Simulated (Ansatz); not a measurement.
**CH3AlFNO: how energies converge with the basis set**

An exercise on one series of results from a longer session: the logs are not shown, and one member is left open.

The runs use Ansatz 0.2.0, Gaussian basis; one geometry, several basis sets.

Levels to be run: PBE0-D4/def2-SVP; ωB97M-V/def2-SVP; PBE0-D4/def2-QZVPP; ωB97M-V/def2-QZVPP; the functionals' def2-TZVPP values are taken from earlier runs.

### The geometry

All runs share one geometry, relaxed beforehand with PBE0-D4 in a triple-zeta def2 set.

8 atoms, charge 0, spin multiplicity 1.

Atoms are counted from 1 here; the program's logs count them from 0.

Bond lengths: N1–C2 1.327 Å, N1–H6 1.008 Å, N1–H7 1.005 Å, C2–O3 1.227 Å, C2–H8 1.100 Å, O3–Al4 2.172 Å, Al4–F5 1.680 Å. Angles: C2–N1–H6 119.6°, C2–N1–H7 121.1°, H6–N1–H7 119.3°, N1–C2–O3 123.4°, N1–C2–H8 115.2°, O3–C2–H8 121.4°, C2–O3–Al4 118.9°, O3–Al4–F5 89.9°.

The first run:

The input, in.yaml:

```yaml
crystal:
  periodic: [false, false, false]
  atoms:
    - {symbol: N, position_ang: [0.830561, -0.543439, 1.295433]}
    - {symbol: C, position_ang: [-0.114815, -0.189140, 0.433557]}
    - {symbol: O, position_ang: [0.122887, 0.272384, -0.678106]}
    - {symbol: Al, position_ang: [-1.539528, 0.802810, -1.972090]}
    - {symbol: F, position_ang: [-0.455497, 1.292058, -3.159028]}
    - {symbol: H, position_ang: [1.800040, -0.435779, 1.042800]}
    - {symbol: H, position_ang: [0.595494, -0.918204, 2.197344]}
    - {symbol: H, position_ang: [-1.146943, -0.337791, 0.784391]}
basis:
  gaussian: {orbitals: def2-SVP}
hamiltonian: {xc: pbe0, dispersion: d4}
output: {orbitals: {seedname: orbitals}}
```

Steps of the session up to this table: PBE0-D4 in def2-SVP; ωB97M-V in def2-SVP; PBE0-D4 in def2-QZVPP; ωB97M-V in def2-QZVPP.

One table of the session follows, with a row left open; its other results are not shown here.

It belongs to the step «Functionals by basis». 

```
functional       basis  HOMO (eV)
   PBE0-D4    def2-SVP      -5.19
   PBE0-D4  def2-TZVPP      -5.28
   PBE0-D4  def2-QZVPP      -5.32
   ωB97M-V    def2-SVP          ?
   ωB97M-V  def2-TZVPP      -7.21
   ωB97M-V  def2-QZVPP      -7.28
```

Estimate the missing values for ωB97M-V, def2-SVP.

The run gave: HOMO (eV): -7.09. In the column «HOMO (eV)» it lies between ωB97M-V, def2-TZVPP (-7.21) and PBE0-D4, def2-QZVPP (-5.32).
